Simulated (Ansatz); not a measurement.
**Two self-consistent states of RbVF3**

An SCF can end in more than one state. Here RbVF3, a database entry, slightly rescaled, is run from each state found earlier: which lies lowest, and what else changes?

Method: DFT, r2SCAN, plane waves, PAW, in Ansatz 0.2.0.

## (1) The cell

It takes space group Pm-3m (No. 221, cubic). Conventional cell: a = 4.134 Å, b = 4.134 Å, c = 4.134 Å, α = 90.00°, β = 90.00°, γ = 90.00°. Rb (site symmetry m-3m) has 12 F at 2.92 Å as nearest neighbours. Around F (site symmetry 4/mmm) lie 2 V at 2.07 Å and 4 Rb at 2.92 Å. V (site symmetry m-3m) has 6 F at 2.07 Å as nearest neighbours.

The coordinates stand in the input below.

The states: A, V9 down, V10 up (collinear spin); B, V9 up, V10 up (collinear spin). Each run reads its own saved solution as saved_state.

## (2) State A: the run

File input.yaml:

```yaml
crystal:
  lattice:
    - [4.13395735, 4.13395735, 0.0]
    - [4.13395735, -4.13395735, 0.0]
    - [0.0, 0.0, 4.13395735]
  atoms:
    - { symbol: Rb, position: [0.0, 0.0, 0.0] }
    - { symbol: Rb, position: [0.5, 0.5, 0.0] }
    - { symbol: F, position: [0.0, 0.5, 0.0] }
    - { symbol: F, position: [0.5, 0.0, 0.0] }
    - { symbol: F, position: [0.25, 0.75, 0.5] }
    - { symbol: F, position: [0.75, 0.25, 0.5] }
    - { symbol: F, position: [0.25, 0.25, 0.5] }
    - { symbol: F, position: [0.75, 0.75, 0.5] }
    - { symbol: V, position: [0.0, 0.5, 0.5] }
    - { symbol: V, position: [0.5, 0.0, 0.5] }
  symmetry: { detect: false, time_reversal: true }
kpoints:
  mp_grid: { grid: [3, 3, 4], shift: [0.5, 0.5, 0.5] }
  band_path:
    path:
      - [0.0, 0.0, 0.0]
      - [0.5, -0.5, 0.0]
      - [1.0, 0.0, 0.0]
      - [0.0, 0.0, 0.0]
      - [1.0, 0.0, 0.5]
      - [0.5, -0.5, 0.0]
    npoints: 10
magnetization:
  spin_polarized: true
scf:
  occupations: { method: fermi_dirac, width: 0.0522 }
  lower_state_search: "off"
  max_iter: 200
hamiltonian:
  pseudopotentials: { kind: paw }
  xc: r2scan
basis:
  ecutwfc: 500
  fft_grid_basis: typed
output:
  forces: true
  stress: true
  eigenvalues: true
  bader: true
  populations: true
  elf: true
  write_potential: true
  volumetric_format: npy
  dos:
    e_range: [-12, 8]
    de: 0.05
    projected: { site_lists: { F: [F], Rb: [Rb], V: [V] } }
checkpoint:
  read: saved_state
```

The program printed, shortened:

```text
Warning: RAYON_NUM_THREADS=2 ignored (pool sized by the plan → 2); use --threads N
band count auto-derived: 56 (N_el = 86.0; filled up to band 43; 53 by the electrons, moments and atoms)
[...]
Pseudopotentials: kind: paw
Pseudopotential: Rb, paw, valence charge 9, recommended cutoff 500 eV (meta_gga), Rb.paw.azcp
Pseudopotential: F, paw, valence charge 7, recommended cutoff 500 eV (meta_gga), F.paw.azcp
Pseudopotential: V, paw, valence charge 13, recommended cutoff 500 eV (meta_gga), V.paw.azcp
Functional definition: r2SCAN
[...]
Crystal: 10 atoms, lattice volume = 141.295 Å³
Basis set: ecut = 500 eV, 3563 PW (Γ), exchange–correlation on 180×180×128 points (64 copies of the dense FFT grid, shifted against one another)
Bands: 56, of which v1, the nominal top of the filled ones, is band 43 counted from 1 (42 counted from 0)
Symmetry: 1 space group operations
k-points: 18 of 36 (time reversal used)
[...]
SCF iter   1: F=-17262.143581 eV  HF=-17261.408453 eV  |F-HF|=7.35e-1  |Δ(HF+E_count)|=         —  Δρ=7.69e-3 (↑7.69e-3 ↓7.69e-3)  dr2=1.52e-2  dr2_τ=2.43e-2  dr2_m=2.36e-2  M=0.000 μB ∫|m|=5.956 μB  β_m=0.30  ethr=1.83e-5  ⟨swp⟩=2.4  Hψ=11778  notcnv=0
[...]
spin=Collinear: Resta preconditioning applied to the charge; magnetization (m = ρ↑ − ρ↓) channel mixes plain (no charge-response kernel on spin).
[...]
  atom   3  F      0.00000008    -0.00000003     0.00000000
  atom   4  F     -0.00000003    -0.00000004     0.00000002
  atom   5  F     -0.00000046     0.00000062     0.00000005
  atom   6  F      0.00000046    -0.00000059    -0.00000002
  atom   7  F      0.00000029    -0.00000027    -0.00000037
  atom   8  F     -0.00000034     0.00000039     0.00000037
[...]
--- Stress (GPa, compression-positive) ---
        2.163930      -0.000058       0.000226
        0.000074       2.163759       0.000157
       -0.000129      -0.000155       2.659523
  P = ⅓ Tr σ = 2.3291 GPa (23.291 kbar)
--- Band table (eV; the first three rows and the last of 36) ---
[...]
--- Löwdin populations: 10 sites ---
  site symbol       q [e]    m [muB]
     0     Rb      8.1370     0.0000
     1     Rb      8.1370    -0.0000
     2      F      7.6360    -0.0257
     3      F      7.6360     0.0257
     4      F      7.6339    -0.0000
     5      F      7.6339    -0.0000
     6      F      7.6339     0.0000
     7      F      7.6339     0.0000
     8      V     11.8257    -2.8920
     9      V     11.8257     2.8920
  spilling = 0.003104 (of n_electrons = 86.000000)
--- Bader charges: 10 sites ---
  site symbol  charge [e]  shift [e]    m [muB]
     0     Rb      0.8947     0.0000     0.0000
     1     Rb      0.8947     0.0000     0.0000
     2      F     -0.8322     0.0007    -0.0842
     3      F     -0.8322     0.0007     0.0842
     4      F     -0.8317     0.0007     0.0000
     5      F     -0.8317     0.0007     0.0000
     6      F     -0.8317     0.0007     0.0000
     7      F     -0.8317     0.0007     0.0000
     8      V      1.6009     0.0021    -2.7174
     9      V      1.6009     0.0021     2.7174
  estimated error of the sums over rays = 5.2e-4 e
```

Wall time 1.9 min (2 threads of an x86-64 CPU, shared host); peak memory 1.1 GiB.

## (3) What state A looks like

Counts of states in windows (eV from the Fermi level; tetrahedra), total and projected:

```csv
from,to,total,up,down,F p,V d
-8.0,-7.0,14.24,7.12,7.12,13.84,0.10
-7.0,-6.0,0.00,0.00,0.00,0.00,0.00
-6.0,-5.0,0.00,0.00,0.00,0.00,0.00
-5.0,-4.0,0.00,0.00,0.00,0.00,0.00
-4.0,-3.0,0.00,0.00,0.00,0.00,0.00
-3.0,-2.0,0.00,0.00,0.00,0.00,0.00
-2.0,-1.0,6.01,3.00,3.00,0.41,5.54
-1.0,0.0,0.00,0.00,0.00,0.00,0.00
0.0,1.0,0.00,0.00,0.00,0.00,0.00
1.0,2.0,3.06,1.53,1.53,0.14,2.69
2.0,3.0,8.75,4.38,4.38,0.41,7.39
3.0,4.0,4.45,2.22,2.22,0.37,2.21
```

Gathered by element (positive charge: electrons given up): Löwdin charges also hold the electrons that the projection spills.

```csv
element,atoms,Bader charge (e),Bader volume (Å³),Löwdin charge (e),"Bader moment, size (μB)"
Rb,2,+0.89,21.6,+0.86,0.00
F,6,-0.83,13.1,-0.64 to -0.63,0.00 to 0.08
V,2,+1.60,9.8,+1.17,2.72
```

The Löwdin projection spills 0.3 % of the electrons and depends on the orbitals chosen; where it disagrees with Bader's partition, neither is an observable.

The main site moments: V9 down, V10 up.

## (4) Run from state B

File input.yaml:

```yaml
crystal:
  lattice:
    - [4.13395735, 4.13395735, 0.0]
    - [4.13395735, -4.13395735, 0.0]
    - [0.0, 0.0, 4.13395735]
  atoms:
    - { symbol: Rb, position: [0.0, 0.0, 0.0], spin: 0.0 }
    - { symbol: Rb, position: [0.5, 0.5, 0.0], spin: 0.0 }
    - { symbol: F, position: [0.0, 0.5, 0.0], spin: 0.0 }
    - { symbol: F, position: [0.5, 0.0, 0.0], spin: 0.0 }
    - { symbol: F, position: [0.25, 0.75, 0.5], spin: 0.0 }
    - { symbol: F, position: [0.75, 0.25, 0.5], spin: 0.0 }
    - { symbol: F, position: [0.25, 0.25, 0.5], spin: 0.0 }
    - { symbol: F, position: [0.75, 0.75, 0.5], spin: 0.0 }
    - { symbol: V, position: [0.0, 0.5, 0.5], spin: 2.0 }
    - { symbol: V, position: [0.5, 0.0, 0.5], spin: 2.0 }
kpoints:
  mp_grid: { grid: [3, 3, 4], shift: [0.5, 0.5, 0.5] }
magnetization:
  spin_polarized: true
scf:
  occupations: { method: fermi_dirac, width: 0.0522 }
  lower_state_search: "off"
  max_iter: 200
hamiltonian:
  pseudopotentials: { kind: paw }
  xc: r2scan
basis:
  ecutwfc: 500
  fft_grid_basis: typed
output:
  forces: true
  stress: true
  eigenvalues: true
  bader: true
  populations: true
  elf: true
  write_potential: true
  volumetric_format: npy
  dos:
    e_range: [-12, 8]
    de: 0.05
    projected: { site_lists: { F: [F], Rb: [Rb], V: [V] } }
checkpoint:
  read: saved_state
```

The program printed, shortened:

```text
Warning: RAYON_NUM_THREADS=2 ignored (pool sized by the plan → 2); use --threads N
[...]
[... 5 set-up lines as earlier in the session ...]
[...]
Crystal: 10 atoms, lattice volume = 141.295 Å³
Basis set: ecut = 500 eV, 3563 PW (Γ), exchange–correlation on 180×180×128 points (64 copies of the dense FFT grid, shifted against one another)
Bands: 55, of which v1, the nominal top of the filled ones, is band 43 counted from 1 (42 counted from 0)
Symmetry: 32 space group operations
Space group: Pm-3m (ITA 221), of the structure as read, at distance tolerance 5.2e-5 Å
[...]
--- Löwdin populations: 10 sites ---
  site symbol       q [e]    m [muB]
     0     Rb      8.1375     0.0043
     1     Rb      8.1375     0.0043
     2      F      7.6361     0.0258
     3      F      7.6361     0.0258
     4      F      7.6362     0.0259
     5      F      7.6362     0.0259
     6      F      7.6362     0.0259
     7      F      7.6362     0.0259
     8      V     11.8204     2.9044
     9      V     11.8204     2.9044
  spilling = 0.003106 (of n_electrons = 86.000000)
--- Bader charges: 10 sites ---
  site symbol  charge [e]  shift [e]    m [muB]
     0     Rb      0.8948     0.0000     0.0106
     1     Rb      0.8948     0.0000     0.0106
     2      F     -0.8320     0.0007     0.0864
     3      F     -0.8320     0.0007     0.0864
     4      F     -0.8320     0.0007     0.0864
     5      F     -0.8320     0.0007     0.0864
     6      F     -0.8320     0.0007     0.0864
     7      F     -0.8320     0.0007     0.0864
     8      V      1.6012     0.0021     2.7302
     9      V      1.6012     0.0021     2.7302
  estimated error of the sums over rays = 5.2e-4 e
```

It took 56 s on 2 threads of an x86-64 CPU, shared host; peak memory 0.78 GiB.

## (5) State B: levels and charges

States per cell by energy window, from dos.tsv and pdos.tsv (tetrahedra; eV from the Fermi level):

```csv
from,to,total,up,down,F p,V d
-8.0,-7.0,14.66,6.65,8.00,14.25,0.12
-7.0,-6.0,0.00,0.00,0.00,0.00,0.00
-6.0,-5.0,0.00,0.00,0.00,0.00,0.00
-5.0,-4.0,0.00,0.00,0.00,0.00,0.00
-4.0,-3.0,0.00,0.00,0.00,0.00,0.00
-3.0,-2.0,0.23,0.23,0.00,0.00,0.22
-2.0,-1.0,5.77,5.77,0.00,0.41,5.32
-1.0,0.0,0.00,0.00,0.00,0.00,0.00
0.0,1.0,0.00,0.00,0.00,0.00,0.00
1.0,2.0,2.64,2.59,0.06,0.11,2.20
2.0,3.0,8.93,1.53,7.40,0.45,7.73
3.0,4.0,4.48,1.24,3.24,0.33,2.24
```

By element, from the tables in the log (a charge is positive for electrons lost): Löwdin charges also hold the electrons that the projection spills.

```csv
element,atoms,Bader charge (e),Bader volume (Å³),Löwdin charge (e),"Bader moment, size (μB)"
Rb,2,+0.89,21.6,+0.86,0.01
F,6,-0.83,13.1,-0.64,0.09
V,2,+1.60,9.8,+1.18,2.73
```

The Löwdin projection spills 0.3 % of the electrons and depends on the orbitals chosen; where it disagrees with Bader's partition, neither is an observable.

The main site moments: V9 up, V10 up.

## (6) Results

```csv
state,free energy (meV/atom),largest site moment (μB),size of the net moment (μB/cell),gap (eV),pressure (GPa),largest force (eV/Å),SCF cycles
A,0.0,2.24,0.00,2.44,2.3,0.00,7
B,6.5,2.25,6.00,2.25,2.7,0.00,10
```

**Reading.** State A lies lowest, 6.5 meV per atom under state B. Gaps that take in a band path and gaps read on the mesh alone aren't sampled alike. Every run converged, so convergence alone does not show that a state is the lowest.

These are semilocal Kohn-Sham gaps, which aren't the measured quantity. Such gaps usually fall short of the measured ones.
